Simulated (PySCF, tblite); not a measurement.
# H6HfO3Si, a small molecule taken as a stand-in for a surface group (hafnium hydroxide): NMR shifts, core binding energies and electronic excitations, part 1 of 2

Wanted: the NMR shifts, core binding energies and electronic excitations for `[OH][Hf]([OH])([OH])[SiH3]`.

Computed with tblite 0.8.0 and PySCF 2.14.0; each step states its level. No surroundings beyond the atoms listed, unless a continuum is named. Atoms count from 0, parts from 1.

### 1 The system as given

11 atoms, charge 0, multiplicity 1; geometry: distance geometry start.

### 2 Geometry optimisation with GFN2-xTB

Job settings and geometry (Å):

```
{"job": {"kind": "relax", "xc": "GFN2-xTB", "basis": "xTB"}, "charge": 0, "multiplicity": 1}
O      1.829903     1.933595     2.101739
Hf     0.178557     1.564837     0.917232
O     -0.805685    -0.127116     1.570391
O     -1.115445     3.186121     0.979040
Si     1.048847     1.170006    -1.786815
H      2.767764     1.894595     1.814109
H     -1.576908    -0.517353     1.167682
H     -0.958520     4.042049     0.549700
H      1.183161     2.417201    -2.444460
H      0.110375     0.356557    -2.488343
H      2.318606     0.514774    -1.795456
```

Level: GFN2-xTB geometry optimisation, gas phase.

Launch:

```console
$ OMP_NUM_THREADS=1 python cluster_run.py task.json out
```

This one command runs all jobs of the session in turn.

What it wrote:

```text
step      E/eV     max force
  0    -503.74561    3.285
  1    -503.97757    2.329
  2    -504.26493    0.887
  3    -504.34423    0.820
  4    -504.45003    0.926
  5    -504.53235    0.786
  6    -504.59651    0.653
  7    -504.61192    0.567
  8    -504.63389    0.510
  9    -504.65572    0.334
 10    -504.66755    0.408
 11    -504.68483    0.540
 12    -504.71988    0.961
 13    -504.76336    1.127
 14    -504.78911    0.626
 15    -504.80579    0.294
 16    -504.81151    0.163
 17    -504.81461    0.159
 18    -504.82285    0.240
 19    -504.82860    0.261
 20    -504.83877    0.294
 21    -504.84694    0.194
 22    -504.85160    0.175
 23    -504.85359    0.248
 24    -504.85663    0.192
 25    -504.86436    0.279
 26    -504.87277    0.312
 27    -504.87878    0.205
 28    -504.88031    0.140
 29    -504.88189    0.116
 30    -504.88321    0.140
 31    -504.88610    0.180
 32    -504.88985    0.240
 33    -504.89340    0.202
 34    -504.89496    0.089
 35    -504.89556    0.086
 36    -504.89611    0.082
 37    -504.89784    0.159
 38    -504.90064    0.225
 39    -504.90474    0.277
 40    -504.91014    0.219
 41    -504.91536    0.159
 42    -504.91745    0.126
 43    -504.91770    0.206
 44    -504.91901    0.177
 45    -504.92010    0.161
 46    -504.92267    0.210
 47    -504.92781    0.197
 48    -504.92893    0.112
 49    -504.93055    0.114
 50    -504.93146    0.105
 51    -504.93383    0.104
 52    -504.93599    0.124
 53    -504.93782    0.108
 54    -504.93646    0.327
 55    -504.93938    0.151
 56    -504.93989    0.063
 57    -504.94079    0.070
 58    -504.94160    0.086
 59    -504.94231    0.055
 60    -504.94272    0.042
 61    -504.94297    0.047
 62    -504.94323    0.045
 63    -504.94360    0.042
 64    -504.94390    0.051
 65    -504.94407    0.059
 66    -504.94434    0.048
 67    -504.94470    0.057
 68    -504.94536    0.073
 69    -504.94599    0.058
 70    -504.94636    0.061
 71    -504.94638    0.090
 72    -504.94659    0.035
 73    -504.94666    0.031
 74    -504.94705    0.046
 75    -504.94727    0.042
 76    -504.94741    0.059
 77    -504.94756    0.052
 78    -504.94766    0.024
 79    -504.94769    0.022
 80    -504.94770    0.018
 81    -504.94774    0.018
 82    -504.94781    0.025
 83    -504.94794    0.035
 84    -504.94815    0.054
 85    -504.94835    0.048
 86    -504.94844    0.026
 87    -504.94848    0.011
 88    -504.94849    0.009
 89    -504.94849    0.005
```

It took 1.9 s on 1 thread of Arm Neoverse N1, shared host.

Along the way:

| step | energy from step 0 (eV) | largest force (eV/Å) |
| --- | --- | --- |
| 0 | 0.0000 | 3.2849 |
| 3 | -0.5986 | 0.8201 |
| 6 | -0.8509 | 0.6527 |
| 9 | -0.9101 | 0.3346 |
| 12 | -0.9743 | 0.9608 |
| 15 | -1.0602 | 0.2940 |
| 18 | -1.0772 | 0.2404 |
| 21 | -1.1013 | 0.1936 |
| 24 | -1.1110 | 0.1913 |
| 27 | -1.1332 | 0.2051 |
| 30 | -1.1376 | 0.1398 |
| 33 | -1.1478 | 0.2014 |
| 36 | -1.1505 | 0.0818 |
| 39 | -1.1591 | 0.2770 |
| 42 | -1.1718 | 0.1262 |
| 45 | -1.1745 | 0.1616 |
| 48 | -1.1833 | 0.1119 |
| 51 | -1.1882 | 0.1045 |
| 54 | -1.1909 | 0.3266 |
| 57 | -1.1952 | 0.0702 |
| 60 | -1.1971 | 0.0426 |
| 63 | -1.1980 | 0.0423 |
| 66 | -1.1987 | 0.0481 |
| 69 | -1.2004 | 0.0588 |
| 72 | -1.2010 | 0.0353 |
| 75 | -1.2017 | 0.0417 |
| 78 | -1.2020 | 0.0246 |
| 81 | -1.2021 | 0.0179 |
| 84 | -1.2025 | 0.0542 |
| 87 | -1.2029 | 0.0112 |
| 89 | -1.2029 | 0.0054 |

Close pairs (by a distance rule), those that changed most:

| bond | before (Å) | after (Å) | change (Å) |
| --- | --- | --- | --- |
| Hf1–Si4 | 2.868 | 2.592 | -0.276 |
| Hf1–H5 | 2.760 | 2.512 | -0.248 |
| Hf1–H6 | 2.735 | 2.526 | -0.209 |
| Hf1–H7 | 2.750 | 2.543 | -0.208 |
| Hf1–O3 | 2.075 | 1.874 | -0.202 |
| O0–Hf1 | 2.065 | 1.871 | -0.195 |
| Hf1–O2 | 2.064 | 1.874 | -0.189 |
| Si4–H8 | 1.416 | 1.500 | +0.084 |

### 3 Optimising the geometry at PBE0-D3(BJ)/def2-SVP

Job settings and geometry (Å):

```
{"job": {"xc": "PBE0", "basis": "def2-SVP", "d3": "d3bj", "grid": 2, "kind": "geom", "shake": 0.01}, "charge": 0, "multiplicity": 1}
O      1.380256     0.550448     1.573377
Hf    -0.185729     0.128112     0.601974
O     -0.948914    -1.454773     1.259291
O     -1.429813     1.499256     0.546448
Si     0.578409    -0.318459    -1.844242
H      1.553046     0.175218     2.415644
H     -1.742444    -1.470238     1.764170
H     -1.550728     2.176983     1.221771
H      0.848725     0.857298    -2.721566
H     -0.313774    -1.098464    -2.740180
H      1.843652    -1.073882    -2.066388
```

What it wrote:

```text
step   0  E = -566.30373738  max force = 0.045344
step   1  E = -566.32246529  max force = 0.024430
step   2  E = -566.32749638  max force = 0.009063
step   3  E = -566.33003974  max force = 0.007310
step   4  E = -566.33250000  max force = 0.009895
step   5  E = -566.33448863  max force = 0.009588
step   6  E = -566.33594873  max force = 0.003847
step   7  E = -566.33621409  max force = 0.001798
step   8  E = -566.33623958  max force = 0.000943
step   9  E = -566.33625326  max force = 0.000782
step  10  E = -566.33627268  max force = 0.000662
step  11  E = -566.33628360  max force = 0.000718
step  12  E = -566.33629974  max force = 0.000779
step  13  E = -566.33631915  max force = 0.000814
step  14  E = -566.33633584  max force = 0.000783
step  15  E = -566.33634604  max force = 0.000712
step  16  E = -566.33635242  max force = 0.000640
step  17  E = -566.33636083  max force = 0.000625
step  18  E = -566.33637109  max force = 0.000613
step  19  E = -566.33638244  max force = 0.000525
step  20  E = -566.33639682  max force = 0.000564
step  21  E = -566.33641605  max force = 0.000655
step  22  E = -566.33643763  max force = 0.000575
step  23  E = -566.33644978  max force = 0.000479
step  24  E = -566.33645234  max force = 0.000476
step  25  E = -566.33645357  max force = 0.000476
step  26  E = -566.33645578  max force = 0.000498
step  27  E = -566.33645978  max force = 0.000489
step  28  E = -566.33646459  max force = 0.000521
step  29  E = -566.33646896  max force = 0.000550
step  30  E = -566.33647232  max force = 0.000541
step  31  E = -566.33647537  max force = 0.000487
step  32  E = -566.33647864  max force = 0.000386
optimisation converged
```

Wall time 9.1 min (1 thread of Arm Neoverse N1, shared host); peak memory 0.59 GiB.

Step by step:

| step | energy from step 0 (eV) | largest force component (eV/Å) |
| --- | --- | --- |
| 0 | 0.0000 | 2.3317 |
| 1 | -0.5096 | 1.2562 |
| 2 | -0.6465 | 0.4660 |
| 3 | -0.7157 | 0.3759 |
| 4 | -0.7827 | 0.5088 |
| 5 | -0.8368 | 0.4930 |
| 6 | -0.8765 | 0.1978 |
| 7 | -0.8837 | 0.0925 |
| 8 | -0.8844 | 0.0485 |
| 9 | -0.8848 | 0.0402 |
| 10 | -0.8853 | 0.0340 |
| 11 | -0.8856 | 0.0369 |
| 12 | -0.8861 | 0.0401 |
| 13 | -0.8866 | 0.0419 |
| 14 | -0.8870 | 0.0403 |
| 15 | -0.8873 | 0.0366 |
| 16 | -0.8875 | 0.0329 |
| 17 | -0.8877 | 0.0321 |
| 18 | -0.8880 | 0.0315 |
| 19 | -0.8883 | 0.0270 |
| 20 | -0.8887 | 0.0290 |
| 21 | -0.8892 | 0.0337 |
| 22 | -0.8898 | 0.0296 |
| 23 | -0.8901 | 0.0246 |
| 24 | -0.8902 | 0.0245 |
| 25 | -0.8903 | 0.0245 |
| 26 | -0.8903 | 0.0256 |
| 27 | -0.8904 | 0.0251 |
| 28 | -0.8906 | 0.0268 |
| 29 | -0.8907 | 0.0283 |
| 30 | -0.8908 | 0.0278 |
| 31 | -0.8908 | 0.0250 |
| 32 | -0.8909 | 0.0198 |

Distances of close pairs at the start and the end, largest changes first:

| bond | before (Å) | after (Å) | change (Å) |
| --- | --- | --- | --- |
| Hf1–H5 | 2.513 | 2.870 | +0.357 |
| Hf1–H6 | 2.516 | 2.870 | +0.354 |
| Hf1–H7 | 2.539 | 2.868 | +0.329 |
| Hf1–Si4 | 2.601 | 2.747 | +0.146 |
| Hf1–O3 | 1.852 | 1.920 | +0.068 |
| Hf1–O2 | 1.876 | 1.920 | +0.044 |
| O0–Hf1 | 1.891 | 1.919 | +0.028 |
| Si4–H9 | 1.486 | 1.504 | +0.019 |

The end geometry stands in the next job.

| at the end point | value |
| --- | --- |
| point group (found at 0.08 Å tolerance) | C3 |
| rotational constants (GHz, main isotopes) | 2.575, 1.492, 1.491 |
| dipole moment (D) | 4.13 |

### 4 NMR shieldings: PBE0/def2-SVP+pcSseg-1

Job settings and geometry (Å):

```
{"job": {"kind": "nmr", "xc": "PBE0", "basis": {"default": "pcSseg-1", "Hf": "def2-SVP"}}, "charge": 0, "multiplicity": 1}
O      1.543116     0.376607     1.601832
Hf    -0.183866     0.157200     0.794266
O     -1.140461    -1.406574     1.364749
O     -1.240165     1.758249     0.701187
Si     0.418150    -0.374662    -1.832620
H      2.368098     0.427478     2.079684
H     -1.691882    -2.110632     1.699019
H     -1.686828     2.599474     0.769610
H      1.178045     0.746779    -2.487731
H     -0.802493    -0.599348    -2.682613
H      1.270998    -1.603048    -1.997198
```

With the program's defaults for keys left out, this is: GIAO PBE0/pcSseg-1 Hf:def2-SVP NMR shielding, scalar relativity only through core potentials, gas phase.

What it wrote:

```text
coarse grid: 45624 points
cycle   1  E = -566.1437601015  dE = -1.247e+01  |g| = 1.380e+00  |ddm| = 7.688e+00
cycle   2  E = -565.7644372472  dE =  3.793e-01  |g| = 1.988e+00  |ddm| = 2.758e+00
cycle   3  E = -566.5423314390  dE = -7.779e-01  |g| = 2.910e-01  |ddm| = 1.575e+00
cycle   4  E = -566.5601731487  dE = -1.784e-02  |g| = 9.837e-02  |ddm| = 3.810e-01
cycle   5  E = -566.5627145951  dE = -2.541e-03  |g| = 9.749e-03  |ddm| = 1.093e-01
cycle   6  E = -566.5627395204  dE = -2.493e-05  |g| = 2.775e-03  |ddm| = 1.619e-02
cycle   7  E = -566.5627415971  dE = -2.077e-06  |g| = 2.060e-04  |ddm| = 4.199e-03
final grid: 93160 points
cycle   8  E = -566.5626970674  dE = -6.498e-08  |g| = 1.928e-04  |ddm| = 8.247e-04
cycle   9  E = -566.5626970575  dE =  9.858e-09  |g| = 3.106e-04  |ddm| = 3.849e-04
cycle  10  E = -566.5626970755  dE = -1.803e-08  |g| = 3.659e-05  |ddm| = 1.938e-04
cycle  11  E = -566.5626970758  dE = -2.901e-10  |g| = 6.046e-06  |ddm| = 4.497e-05
converged SCF energy = -566.5626970758

GIAO shielding tensors (ppm)
atom      isotropic    diamagn.    paramagn.     s11        s22        s33       span
  0 O      145.514     391.323    -245.809    -24.558    122.107    338.992    363.551
  1 Hf         nan         nan         nan        nan        nan        nan        nan
  2 O      144.369     391.283    -246.914    -26.633    120.282    339.459    366.093
  3 O      143.855     391.229    -247.374    -27.555    118.315    340.805    368.360
  4 Si     479.515     881.606    -402.091    477.567    477.759    483.219      5.652
  5 H       28.446      30.555      -2.109     20.728     21.930     42.679     21.951
  6 H       28.383      30.533      -2.150     20.647     21.842     42.660     22.012
  7 H       28.353      30.513      -2.159     20.639     21.821     42.601     21.962
  8 H       28.272      29.720      -1.448     25.839     26.047     32.929      7.090
  9 H       28.275      29.703      -1.428     25.837     26.019     32.967      7.130
 10 H       28.274      29.719      -1.445     25.835     26.049     32.938      7.103
```

It took 34 s on 1 thread of Arm Neoverse N1, shared host; peak memory 0.79 GiB.

The references, computed at this level on geometries of the same kind, shield at (ppm): 1H TMS 31.27, 29Si TMS 352.0, 17O H2O 334.6. Their shielding less the atom's gives the shift. The references are single molecules in the gas phase, so shifts against H2O, NH3, PH3, H3PO4 or CFCl3 are not on the usual liquid scales and can be off by tens of ppm. Atoms listed in one row are averaged.

| atoms | environment | σ (ppm) | δ (ppm) |
| --- | --- | --- | --- |
| H8, H10 | hydrogen on a silicon bonded to Hf | 28.27 | 2.99 |
| H9 | hydrogen on a silicon bonded to Hf | 28.27 | 2.99 |
| H5, H6, H7 | hydrogen on an oxygen bonded to Hf | 28.39 | 2.87 |
| O0, O2, O3 | oxygen bonded to Hf, H | 144.6 | 190.0 |
| Si4 | silicon bonded to Hf, 3 H | 479.5 | -127.5 |

Atoms past Kr carry core potentials, so their printed shieldings have no meaning and are left out of the table.

The run also stored atomic charges by several schemes (e):

| atoms | Mulliken | ESP fit |
| --- | --- | --- |
| O0, O2, O3 | -0.57 | -0.91 |
| Hf1 | 1.37 | 1.60 |
| Si4 | -0.16 | -0.31 |

Mayer bond orders: O0–Hf1 1.07, Hf1–O2 1.07, Hf1–O3 1.07, Hf1–Si4 0.78.

With diffuse functions Mulliken charges and Mayer bond orders lose their meaning; the other schemes are steadier.

The fields below are evaluated on a grid from the run's orbitals.

Frontier orbitals at PBE0/def2-SVP+pcSseg-1, with the share of their density that lies nearest to each atom:

| orbital | energy (eV) | lies on |
| --- | --- | --- |
| HOMO | -6.80 | Si4 43 %; Hf1 26 %; H8, H9, H10 about 9 % each |
| LUMO | -0.33 | Hf1 49 %; O0 11 %; Si4 10 % |

ELF in a plane through or near 5 of the atoms.

Values, 10 rows by 14 columns:
```
0.00 0.00 0.00 0.00 0.00 0.00 0.00 0.00 0.00 0.00 0.00 0.00 0.00 0.00
0.00 0.00 0.00 0.00 0.00 0.00 0.00 0.00 0.00 0.01 0.00 0.00 0.00 0.00
0.00 0.00 0.00 0.00 0.00 0.00 0.00 0.09 0.57 0.96 0.56 0.00 0.00 0.00
0.00 0.00 0.01 0.04 0.05 0.05 0.03 0.64 0.75 0.75 0.34 0.03 0.00 0.00
0.00 0.02 0.13 0.44 0.20 0.54 0.69 0.13 0.37 0.26 0.22 0.01 0.00 0.00
0.00 0.02 0.19 0.30 0.69 0.15 0.85 0.75 0.46 0.52 0.04 0.01 0.00 0.00
0.00 0.04 0.85 1.00 1.00 0.48 0.30 0.01 0.02 0.03 0.01 0.00 0.00 0.00
0.00 0.00 0.18 0.90 0.79 0.06 0.00 0.00 0.00 0.00 0.00 0.00 0.00 0.00
0.00 0.00 0.00 0.00 0.00 0.00 0.00 0.00 0.00 0.00 0.00 0.00 0.00 0.00
0.00 0.00 0.00 0.00 0.00 0.00 0.00 0.00 0.00 0.00 0.00 0.00 0.00 0.00
```
The map spans 10.2 Å across and 10.7 Å up, centred on the molecule. Atoms in the plane (x, y in Å): Hf1 (0.8, 0.0), O2 (1.3, 1.9), Si4 (-1.9, 0.0), H6 (1.6, 2.8), H8 (-2.5, -1.4).

On the surface of density 0.002 e/bohr³ the electrostatic potential runs, from the 1st to the 99th percentile, from -0.74 to 2.45 V.

(Continued in part 2 of 2.)
